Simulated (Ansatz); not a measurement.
Debugging an atomisation energy of CH6AlClSi, SMILES [CH3][AlH][SiH2]Cl (Ansatz 0.2.0 through its Python package).

`tae.py`
```python
"""Atomisation energy of CH6AlClSi at the given geometry."""

from collections import Counter

import ansatz as az


def energy_of(molecule, charge=0, unpaired=0):
    calc = molecule.calculation().basis(gaussian="def2-SVP").functional("r2SCAN", dispersion="d3bj")
    if charge:
        calc = calc.charge(charge)
    if unpaired:
        calc = calc.spin("collinear", total=unpaired)
    report = calc.run().report()
    if report["published_state_doubts"]:
        print("  doubts:", report["published_state_doubts"])
    return report["free_energy_ev"]

geometry_ang = [
    ("C", [-1.6131, 0.5584, -0.6611]),
    ("Al", [-0.4195, -0.8078, -0.0214]),
    ("Si", [1.6913, -0.1954, 0.7488]),
    ("Cl", [2.8435, 0.7841, -0.7734]),
    ("H", [-1.1944, 1.1323, -1.5431]),
    ("H", [-1.8683, 1.3369, 0.146]),
    ("H", [-2.584, 0.136, -0.9992]),
    ("H", [-0.8208, -2.3216, -0.044]),
    ("H", [1.5877, 0.7274, 1.9533]),
    ("H", [2.4607, -1.4015, 1.1971]),
]
system = az.Crystal.molecule()
for symbol, xyz in geometry_ang:
    system = system.atom(symbol, xyz)

# Hund ground states
unpaired = {"C": 2, "Al": 1, "Si": 2, "Cl": 1, "H": 1}
counts = Counter(site.symbol for site in system.cartesian_sites)
atom_energy = {s: energy_of(az.Crystal.molecule().atom(s, (0, 0, 0)), 0, unpaired[s]) for s in counts}
whole = energy_of(system, 0, 0)
for s, e in atom_energy.items():
    print(f"{s:2s} x{counts[s]}  {e:14.5f} eV")
print(f"CH6AlClSi: {whole:.5f} eV")
split = sum(counts[s] * e for s, e in atom_energy.items()) - whole
print(f"atomisation energy (no zero-point term): {96.485332 * split:.1f} kJ/mol, {split / sum(counts.values()):.3f} eV an atom")
```

Output of `python tae.py`:
```text
DeckWarning: the engine holds no damping parameters fitted to this dispersion correction and functional, so the run takes those fitted to r2scan beside the three-body term, which d3bj leaves out (hamiltonian.dispersion, under Limitations)
Traceback (most recent call last):
  File "tae.py", line 38, in <module>
    atom_energy = {s: energy_of(az.Crystal.molecule().atom(s, (0, 0, 0)), 0, unpaired[s]) for s in counts}
                      ~~~~~~~~~^^^^^^^^^^^^^^^^^^^^^^^^^^^^^^^^^^^^^^^^^^^^^^^^^^^^^^^^^^
  File "tae.py", line 14, in energy_of
    report = calc.run().report()
TypeError: 'dict' object is not callable
```
(Warnings from the package without file and line.)

Find the fault and give the corrected script.

The fault: report is a dict, not a method. The correction:

```diff
--- before
+++ after
@@ -13,3 +13,3 @@
         calc = calc.spin("collinear", total=unpaired)
-    report = calc.run().report()
+    report = calc.run().report
     if report["published_state_doubts"]:
```

With that change:

```console
$ python tae.py
DeckWarning: the engine holds no damping parameters fitted to this dispersion correction and functional, so the run takes those fitted to r2scan beside the three-body term, which d3bj leaves out (hamiltonian.dispersion, under Limitations)
C  x1     -1028.24726 eV
Al x1     -6591.86592 eV
Si x1     -7870.75193 eV
Cl x1    -12516.14886 eV
H  x6       -13.58417 eV
CH6AlClSi: -28120.61416 eV
atomisation energy (no zero-point term): 3096.7 kJ/mol, 3.210 eV an atom
```
(Warnings from the package without file and line.)

What to keep in mind:
- Total energies depend on the basis set; only differences at equal settings carry meaning.
- The geometry is a force-field or estimated start, not a minimum of this method, and the basis set is short of its limit. All parts are taken at fixed geometry, without zero-point energy.
- A dispersion term here runs with damping parameters fitted for another variant or functional.
- Wall time of the script: 7.7 s on 1 thread of Intel(R) Xeon(R) Platinum 8488C (Sapphire Rapids), with other jobs on the host, peak memory 0.22 GiB.

(Lines on the test bed's own set-up are left out of the output.)
